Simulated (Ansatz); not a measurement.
# C₂H₄BCl: small, medium and large basis sets

How large a basis does C₂H₄BCl need? Two functionals are run in growing sets.

Method: one geometry, several basis sets; program: Ansatz 0.2.0, Gaussian basis.

Plan: PBE0-D4/def2-SVP; ωB97M-V/def2-SVP; PBE0-D4/def2-QZVPP; ωB97M-V/def2-QZVPP; the functionals' def2-TZVPP values are taken from earlier runs.

## (1) The geometry

An earlier PBE0-D4 in a triple-zeta def2 set relaxation fixed the geometry.

SMILES `ClB1CC1`, 8 atoms, charge 0, spin multiplicity 1.

Atoms are counted from 1 here; the program's logs count them from 0.

Bond lengths: Cl1–B2 1.717 Å, B2–C3 1.513 Å, B2–C4 1.513 Å, C3–C4 1.562 Å, C3–H5 1.086 Å, C3–H6 1.086 Å, C4–H7 1.086 Å, C4–H8 1.086 Å. Angles: Cl1–B2–C3 148.9°, Cl1–B2–C4 148.9°, C3–B2–C4 62.1°, B2–C3–C4 58.9°, B2–C3–H5 120.4°, B2–C3–H6 120.4°, C4–C3–H5 117.0°, C4–C3–H6 117.0°, H5–C3–H6 112.7°, B2–C4–C3 58.9°, B2–C4–H7 120.4°, B2–C4–H8 120.4°, C3–C4–H7 117.0°, C3–C4–H8 117.0°, H7–C4–H8 112.7°.

## (2) PBE0-D4 in def2-SVP

The input, in.yaml:

```yaml
crystal:
  periodic: [false, false, false]
  atoms:
    - {symbol: Cl, position_ang: [-2.492963, 0.742748, -0.419685]}
    - {symbol: B, position_ang: [-0.868601, 0.256381, -0.151999]}
    - {symbol: C, position_ang: [0.564674, 0.635234, 0.151611]}
    - {symbol: C, position_ang: [0.151335, -0.856990, -0.051372]}
    - {symbol: H, position_ang: [1.189731, 1.082855, -0.616086]}
    - {symbol: H, position_ang: [0.853673, 0.935026, 1.155114]}
    - {symbol: H, position_ang: [0.515255, -1.352287, -0.947284]}
    - {symbol: H, position_ang: [0.179096, -1.500065, 0.823901]}
basis:
  gaussian: {orbitals: def2-SVP}
hamiltonian: {xc: pbe0, dispersion: d4}
output: {orbitals: {seedname: orbitals}}
```

The run is started by

```console
> ansatz run in.yaml --threads 2 --pin off --events-out ev --progress --plain --max-ram 4352MiB
```

Further steps of the session: ωB97M-V in def2-SVP; PBE0-D4 in def2-QZVPP; ωB97M-V in def2-QZVPP.

Q: Predict the results of all the runs planned. Wanted: PBE0-D4: double and triple zeta above quadruple; ωB97M-V: double and triple zeta above quadruple.

The runs gave:

| quantity | value |
| --- | --- |
| PBE0-D4: double and triple zeta above quadruple | 7.81, 0.53 eV |
| ωB97M-V: double and triple zeta above quadruple | 7.90, 0.49 eV |

For PBE0-D4 the step from double to triple zeta gains 7.29 eV and the next only 0.53 eV. Total energies overstate the basis error of differences, where much of it tends to cancel.
